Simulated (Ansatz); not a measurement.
**SnBH₄ radical (SMILES [BH2][SnH2]): single points off equilibrium**

An exercise on one series of results from a longer session: the logs are not shown, and one member is left open.

Method: single points in def2-TZVPP; program: Ansatz 0.2.0, Gaussian basis.

Cores are frozen in the correlated methods. Filled d shells of the heavier atoms are correlated. Core potentials replace the inner electrons past krypton, and spin-orbit coupling is left out. Orbitals are unrestricted.

## The system as given

6 atoms, charge 0, spin multiplicity 2.

Atoms are counted from 1 here; the program's logs count them from 0.

Bond lengths: B1–Sn2 2.234 Å, B1–H3 1.110 Å, B1–H4 1.166 Å, Sn2–H5 1.647 Å, Sn2–H6 1.677 Å. Angles: Sn2–B1–H3 116.9°, Sn2–B1–H4 116.2°, H3–B1–H4 124.5°, B1–Sn2–H5 122.9°, B1–Sn2–H6 121.2°, H5–Sn2–H6 99.6°.

Coordinates:

```
B    -0.0159   -1.2408    0.1600
Sn    0.2250    0.9700   -0.0487
H    -0.2515   -1.6269    1.1734
H     0.4080   -1.8895   -0.7119
H     0.0946    1.7525   -1.4926
H    -0.6320    2.0343    0.9243
```

The first run:

The input, run/in.yaml:

```yaml
crystal:
  periodic: [false, false, false]
  atoms:
    - {symbol: B, position_ang: [-0.015900, -1.240800, 0.160000]}
    - {symbol: Sn, position_ang: [0.225000, 0.970000, -0.048700]}
    - {symbol: H, position_ang: [-0.251500, -1.626900, 1.173400]}
    - {symbol: H, position_ang: [0.408000, -1.889500, -0.711900]}
    - {symbol: H, position_ang: [0.094600, 1.752500, -1.492600]}
    - {symbol: H, position_ang: [-0.632000, 2.034300, 0.924300]}
basis:
  gaussian: {orbitals: def2-TZVPP}
magnetization: {spin_polarized: true, initial_magnetization: 1}
correlation: {method: ccsd_t}
scf: {omitted_lower_state_checks: [cluster_reference]}
output: {forces: true}
```

No record of the launch command was kept for these runs.

Among the steps run: CCSD(T)/def2-TZVPP; PBE0-D4/def2-TZVPP; wB97M-V/def2-TZVPP; r2SCAN-D4/def2-TZVPP; PBE-D4/def2-TZVPP; SPW92/def2-TZVPP; wB97X-V/def2-TZVPP.

One of the session's tables, all rows but one given; the rest of the session is left out.

| method | RMS force component (eV/Å) | angle to CCSD(T) forces (°) | dipole (D) |
| --- | --- | --- | --- |
| CCSD(T) | 0.924 | reference | 0.24 |
| PBE0-D4 | 0.955 | 4.7 | 0.37 |
| wB97M-V | 0.895 | 3.1 | 0.26 |
| r2SCAN-D4 | 0.929 | 5.2 | 0.38 |
| PBE-D4 | 0.990 | 9.1 | 0.55 |
| SPW92 | 1.049 | 7.6 | 0.57 |
| wB97X-V | ? | ? | ? |

Q: Estimate the row for wB97X-V from the others.

As computed: RMS force component (eV/Å): 0.961; angle to CCSD(T) forces (°): 2.0; dipole (D): 0.24. In the column «RMS force component (eV/Å)» it lies between PBE0-D4 (0.955) and PBE-D4 (0.990).
